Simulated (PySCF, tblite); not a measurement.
# C5H8Cl2Si: geometry, infrared bands and NMR shifts

What infrared bands and NMR shifts should C5H8Cl2Si (`[SiH3][C@H]1[C@H](Cl)C=C[C@@H]1Cl`) show?

Computed with tblite 0.8.0 and PySCF 2.14.0, with density-fitted response routines of our own, on a single molecule in the gas phase. Atoms are numbered from 0 throughout.

### Step 1. The starting structure

16 atoms, charge 0, multiplicity 1; geometry from: force field or distance geometry start.

Bonds of the start (Å): Si0–C1 1.87, C1–C2 1.49, C2–Cl3 1.76, C2–C4 1.49, C4–C5 1.35, C5–C6 1.49, C6–Cl7 1.76, C6–C1 1.50, Si0–H8 1.49, Si0–H9 1.46, Si0–H10 1.46, C1–H11 1.11, C2–H12 1.11, C4–H13 1.11, C5–H14 1.08, C6–H15 1.09.

### Step 2. Geometry optimisation with GFN2-xTB

Job settings and geometry (Å):

```
{"job": {"kind": "relax", "xc": "GFN2-xTB", "basis": "xTB"}, "charge": 0, "multiplicity": 1}
Si     1.956200     0.355000     0.280800
C      0.250700    -0.340500     0.630800
C     -0.805400     0.702600     0.780900
Cl    -2.132500     0.035100     1.727100
C     -1.245900     0.899900    -0.634000
C     -0.931700    -0.191800    -1.362200
C     -0.261400    -1.196500    -0.487800
Cl    -1.398200    -2.362200     0.190100
H      2.920400    -0.137100     1.300300
H      2.324800    -0.089900    -1.060100
H      1.823000     1.811900     0.303800
H      0.265700    -0.944100     1.567100
H     -0.449400     1.681200     1.159300
H     -1.741100     1.798600    -1.046300
H     -1.145000    -0.272300    -2.416500
H      0.562000    -1.741000    -0.944600
```

Command:

```console
$ OMP_NUM_THREADS=1 python probes_run.py task.json out
```

The driver reads the jobs from task.json and runs them one after another.

Standard output:

```text
step      E/eV     max force
  0    -696.15167    1.914
  1    -696.30013    0.910
  2    -696.36243    0.738
  3    -696.41233    0.614
  4    -696.45737    0.637
  5    -696.49731    0.433
  6    -696.51812    0.278
  7    -696.52907    0.235
  8    -696.53513    0.223
  9    -696.54046    0.196
 10    -696.54506    0.161
 11    -696.54913    0.168
 12    -696.55231    0.156
 13    -696.55422    0.102
 14    -696.55531    0.080
 15    -696.55619    0.073
 16    -696.55710    0.095
 17    -696.55808    0.097
 18    -696.55901    0.074
 19    -696.55982    0.075
 20    -696.56052    0.075
 21    -696.56115    0.077
 22    -696.56172    0.070
 23    -696.56231    0.063
 24    -696.56305    0.090
 25    -696.56400    0.101
 26    -696.56518    0.102
 27    -696.56652    0.100
 28    -696.56788    0.082
 29    -696.56912    0.090
 30    -696.57013    0.092
 31    -696.57093    0.074
 32    -696.57166    0.081
 33    -696.57247    0.082
 34    -696.57334    0.091
 35    -696.57407    0.082
 36    -696.57459    0.047
 37    -696.57501    0.057
 38    -696.57542    0.053
 39    -696.57578    0.047
 40    -696.57606    0.039
 41    -696.57631    0.036
 42    -696.57657    0.037
 43    -696.57685    0.043
 44    -696.57709    0.036
 45    -696.57728    0.033
 46    -696.57744    0.034
 47    -696.57759    0.027
 48    -696.57769    0.027
 49    -696.57776    0.021
 50    -696.57781    0.018
 51    -696.57786    0.026
 52    -696.57792    0.022
 53    -696.57796    0.015
 54    -696.57798    0.011
 55    -696.57801    0.017
 56    -696.57804    0.023
 57    -696.57808    0.020
 58    -696.57813    0.017
 59    -696.57817    0.020
 60    -696.57821    0.018
 61    -696.57825    0.020
 62    -696.57830    0.020
 63    -696.57834    0.020
 64    -696.57840    0.025
 65    -696.57849    0.031
 66    -696.57864    0.040
 67    -696.57884    0.040
 68    -696.57905    0.046
 69    -696.57927    0.047
 70    -696.57951    0.047
 71    -696.57998    0.061
 72    -696.58095    0.102
 73    -696.58247    0.179
 74    -696.58509    0.208
 75    -696.58212    0.260
 76    -696.58242    0.377
 77    -696.58736    0.234
 78    -696.59348    0.123
 79    -696.59500    0.121
 80    -696.59535    0.355
 81    -696.60005    0.146
 82    -696.60228    0.128
 83    -696.60914    0.286
 84    -696.61348    0.107
 85    -696.61636    0.100
 86    -696.61655    0.324
 87    -696.62215    0.095
 88    -696.62363    0.103
 89    -696.62504    0.166
 90    -696.62720    0.115
 91    -696.62931    0.100
 92    -696.63530    0.139
 93    -696.63882    0.138
 94    -696.64046    0.071
 95    -696.64156    0.062
 96    -696.64235    0.093
 97    -696.64283    0.084
 98    -696.64349    0.051
 99    -696.64376    0.033
100    -696.64384    0.032
101    -696.64390    0.029
102    -696.64396    0.024
103    -696.64404    0.016
104    -696.64412    0.018
105    -696.64417    0.018
106    -696.64420    0.012
107    -696.64422    0.013
108    -696.64423    0.011
109    -696.64425    0.016
110    -696.64428    0.015
111    -696.64430    0.010
112    -696.64431    0.008
```

Wall time 1.1 s (1 thread of Arm Neoverse V1, shared host).

Step by step: (not every step is listed)

```tsv
step	energy from step 0 (eV)	largest force (eV/Å)
0	0.0000	1.9136
1	-0.1485	0.9097
2	-0.2108	0.7383
3	-0.2607	0.6139
4	-0.3057	0.6373
5	-0.3456	0.4334
6	-0.3664	0.2778
7	-0.3774	0.2353
8	-0.3835	0.2227
17	-0.4064	0.0966
26	-0.4135	0.1017
35	-0.4224	0.0825
44	-0.4254	0.0362
53	-0.4263	0.0148
62	-0.4266	0.0205
71	-0.4283	0.0614
80	-0.4437	0.3550
89	-0.4734	0.1655
98	-0.4918	0.0513
107	-0.4926	0.0127
108	-0.4926	0.0110
109	-0.4926	0.0156
110	-0.4926	0.0152
111	-0.4926	0.0100
112	-0.4926	0.0079
```

Close pairs (by a distance rule), those that changed most:

```tsv
bond	before (Å)	after (Å)	change (Å)
C2–Cl3	1.761	1.812	+0.051
C6–Cl7	1.764	1.812	+0.048
Si0–C1	1.875	1.913	+0.038
C1–C2	1.492	1.528	+0.036
C4–H13	1.106	1.075	-0.031
C1–C6	1.499	1.528	+0.030
Si0–H8	1.487	1.461	-0.026
C1–H11	1.114	1.090	-0.024
```

The final coordinates are the input of the step that follows.

### Step 3. Harmonic vibrations with GFN2-xTB

Job settings and geometry (Å):

```
{"job": {"kind": "ir", "xc": "GFN2-xTB", "basis": "xTB"}, "charge": 0, "multiplicity": 1}
Si     2.005572     0.374595     0.392139
C      0.224933    -0.263992     0.676937
C     -0.783593     0.880945     0.587972
Cl    -2.148296     0.675284     1.762218
C     -1.336306     0.769097    -0.791325
C     -1.008090    -0.385379    -1.354112
C     -0.187205    -1.225478    -0.437318
Cl    -1.230533    -2.573148     0.177830
H      2.907847    -0.774544     0.425465
H      2.057713     1.026186    -0.917225
H      2.319626     1.331663     1.450673
H      0.168681    -0.752875     1.649912
H     -0.367505     1.860974     0.822732
H     -1.963202     1.534326    -1.212720
H     -1.316134    -0.739899    -2.321425
H      0.648893    -1.728810    -0.923162
```

Standard output:

```text
mode    cm-1     km/mol
  1      41.7      0.36
  2     114.9      0.11
  3     124.7      0.20
  4     132.7      0.57
  5     198.7      0.13
  6     253.9      4.59
  7     275.8      0.51
  8     337.2      1.07
  9     450.2      0.99
 10     516.9     34.19
 11     545.0     40.38
 12     616.9     34.88
 13     730.3      2.24
 14     744.3      2.15
 15     758.8      0.57
 16     763.2    135.16
 17     777.2    385.08
 18     779.5    157.81
 19     808.4     79.48
 20     848.3     55.50
 21     874.8      1.40
 22     969.6      1.79
 23     978.7     32.53
 24    1036.0      9.71
 25    1087.1     14.27
 26    1103.9      1.66
 27    1158.2     20.91
 28    1179.7      0.16
 29    1196.9     39.35
 30    1211.5     18.92
 31    1220.4      7.17
 32    1263.2     14.28
 33    1290.3      2.66
 34    1669.7      0.33
 35    2275.6    240.52
 36    2289.7    154.19
 37    2294.5    333.72
 38    2954.4     13.21
 39    2955.5     15.70
 40    2981.9     12.54
 41    3126.7      5.62
 42    3142.0     10.83
```

It took 0.73 s on 1 thread of Arm Neoverse V1, shared host.

The strongest bands and the atoms that carry them (share of the mass-weighted mode):

```tsv
cm⁻¹	km/mol	atoms
763	135.2	H10 42 %, H8 41 %
777	385.1	H9 30 %, H8 28 %, H10 27 %
780	157.8	H9 58 %, H8 19 %, H10 18 %
808	79.5	C1 27 %, Si0 14 %
848	55.5	H13 20 %, H14 19 %, C6 11 %, C2 11 %
2276	240.5	H9 97 %
2290	154.2	H8 67 %, H10 31 %
2294	333.7	H10 66 %, H8 30 %
```

### Step 4. Shielding tensors: PBE0/pcSseg-1

The job, as its differences from that of step 3:

```diff
@@ -1,2 +1,2 @@
-{"job": {"kind": "ir", "xc": "GFN2-xTB", "basis": "xTB"}, "charge": 0, "multiplicity": 1}
+{"job": {"kind": "nmr", "xc": "PBE0", "basis": "pcSseg-1"}, "charge": 0, "multiplicity": 1}
 Si     2.005572     0.374595     0.392139
```

With the program's defaults for keys left out, this is: GIAO PBE0/pcSseg-1 NMR shielding, non-relativistic, gas phase.

Standard output:

```text
coarse grid: 15264 points
cycle   1  E = -1404.3963421509  dE =  9.827e-01  |g| = 3.731e-01  |ddm| = 3.703e+00
cycle   2  E = -1404.3952777742  dE =  1.064e-03  |g| = 4.110e-01  |ddm| = 9.328e-01
cycle   3  E = -1404.4349249831  dE = -3.965e-02  |g| = 5.620e-02  |ddm| = 4.827e-01
cycle   4  E = -1404.4354397167  dE = -5.147e-04  |g| = 3.277e-02  |ddm| = 8.326e-02
cycle   5  E = -1404.4357005578  dE = -2.608e-04  |g| = 6.045e-03  |ddm| = 4.088e-02
cycle   6  E = -1404.4357092052  dE = -8.647e-06  |g| = 1.980e-03  |ddm| = 9.354e-03
final grid: 134440 points
cycle   7  E = -1404.4803964346  dE = -3.392e-05  |g| = 8.196e-03  |ddm| = 3.157e-02
cycle   8  E = -1404.4803790614  dE =  1.737e-05  |g| = 1.143e-02  |ddm| = 2.007e-02
cycle   9  E = -1404.4804125867  dE = -3.353e-05  |g| = 1.253e-03  |ddm| = 1.312e-02
cycle  10  E = -1404.4804128747  dE = -2.879e-07  |g| = 2.782e-04  |ddm| = 1.632e-03
cycle  11  E = -1404.4804128928  dE = -1.818e-08  |g| = 5.256e-05  |ddm| = 2.952e-04
cycle  12  E = -1404.4804128934  dE = -5.800e-10  |g| = 1.648e-05  |ddm| = 6.006e-05
converged SCF energy = -1404.4804128934

GIAO shielding tensors (ppm)
atom      isotropic    diamagn.    paramagn.     s11        s22        s33       span
  0 Si     416.623     879.249    -462.626    381.745    403.907    464.216     82.471
  1 C      143.160     247.450    -104.290    122.934    151.932    154.613     31.679
  2 C      116.777     243.702    -126.926     91.623    126.150    132.559     40.936
  3 Cl     711.469    1145.815    -434.347    502.157    594.561   1037.688    535.531
  4 C       43.710     253.491    -209.781    -63.134     55.532    138.733    201.867
  5 C       43.656     253.507    -209.851    -63.229     55.444    138.752    201.981
  6 C      116.758     243.719    -126.961     91.593    126.160    132.522     40.929
  7 Cl     711.425    1145.817    -434.392    502.859    593.836   1037.580    534.721
  8 H       27.765      28.584      -0.819     23.820     25.928     33.545      9.725
  9 H       28.299      28.527      -0.228     24.230     27.358     33.309      9.079
 10 H       27.764      28.579      -0.815     23.820     25.916     33.556      9.736
 11 H       29.456      30.316      -0.860     27.536     28.183     32.650      5.114
 12 H       27.080      30.019      -2.938     21.285     27.746     32.209     10.924
 13 H       25.563      30.618      -5.056     23.819     26.226     26.644      2.825
 14 H       25.558      30.624      -5.067     23.818     26.226     26.629      2.811
 15 H       27.084      30.042      -2.958     21.277     27.768     32.208     10.931
```

Wall time 68 s (1 thread of Arm Neoverse V1, shared host); peak memory 0.99 GiB.

Shifts follow as δ = σ(reference) − σ, with reference shieldings (ppm) from runs at the same level and on the same kind of geometry: 1H TMS 31.72, 13C TMS 186.9, 29Si TMS 349.2, 35Cl HCl 950. The references are single molecules in the gas phase. Atoms listed in one row are averaged.

```tsv
atoms	environment	σ (ppm)	δ (ppm)	δ scaled to CDCl3
C4, C5	alkene CH	43.7	143.2	137.9
C2, C6	allylic sp3 CH bonded to Cl	116.8	70.2	66.6
C1	sp3 CH bonded to Si	143.2	43.8	40.8
H13, H14	hydrogen on an alkene CH	25.56	6.16	5.91
H12, H15	hydrogen on an allylic sp3 CH bonded to Cl	27.08	4.63	4.47
H8, H9, H10	hydrogen on a silicon bonded to C	27.94	3.77	–
H11	hydrogen on an sp3 CH bonded to Si	29.46	2.26	2.24
Si0	silicon bonded to C, 3 H	416.6	-67.5	–
Cl3, Cl7	chlorine bonded to C	711	238	–
```

The scaled column applies a straight-line fit of computed shieldings to shifts measured in CDCl3, with any fitted terms for Cl, Br or S neighbours (root-mean-square error 0.16 ppm for H, 1.9 ppm for C).

The run also stored atomic charges by several schemes (e):

```tsv
atoms	Mulliken	IAO	Hirshfeld	ESP fit
Si0	0.50	0.60	0.32	0.39
C1	-0.39	-0.38	-0.12	-0.21
C2, C6	-0.24	-0.09	0.01	-0.12
Cl3, Cl7	-0.10	-0.12	-0.08	-0.13
C4, C5	0.00	-0.14	-0.04	-0.12
```

Mayer bond orders: Si0–C1 0.84, C1–C2 0.96, C2–Cl3 1.00, C2–C4 1.00, C4–C5 1.80, C5–C6 1.00, C6–Cl7 1.00, C6–C1 0.96.

Ring of atoms C1, C2, C4, C5, C6: NICS(0) -2.6, NICS(1) -3.8, NICS(1)zz -5.1 ppm (means of both faces; NICS(1) differs between them: -5.4 and -2.2).

The two faces differ (NICS(1)zz -2.0 and -8.2 ppm).

### Step 5. Outcome

| quantity | value |
| --- | --- |
| strongest single infrared mode (GFN2-xTB) | 777 cm⁻¹, 385 km/mol |
| zero-point energy (GFN2-xTB) | 68.7 kcal/mol |
| 13C shifts against TMS (PBE0/pcSseg-1, means over atoms taken as alike) | 143.2, 70.2, 43.8 ppm |
| 1H shifts against TMS (PBE0/pcSseg-1, means over atoms taken as alike) | 6.16, 4.63, 3.77, 2.26 ppm |
| 29Si shifts against TMS (PBE0/pcSseg-1) | -67.5 ppm |
| 35Cl shifts against HCl (PBE0/pcSseg-1, means over atoms taken as alike) | 238 ppm |

In words: Relaxing lowered the energy by 0.493 eV in 112 steps; the close pair that moved most is C2–Cl3, from 1.761 to 1.812 Å. No mode is imaginary among the 42: a minimum at this level. Unscaled tight-binding wavenumbers are off by several per cent, some by more. Its intensities can rank the bands wrongly. C4, C5 (mean) (alkene CH) lies farthest downfield among carbon, at 143.2 ppm; an sp2 carbon of a C=C bond. H13, H14 (mean) (hydrogen on an alkene CH) lies farthest downfield among hydrogen, at 6.16 ppm; olefinic region. At PBE0/pcSseg-1: The largest span, 535 ppm, is at Cl3, Cl7, where the paramagnetic term is -434 ppm.
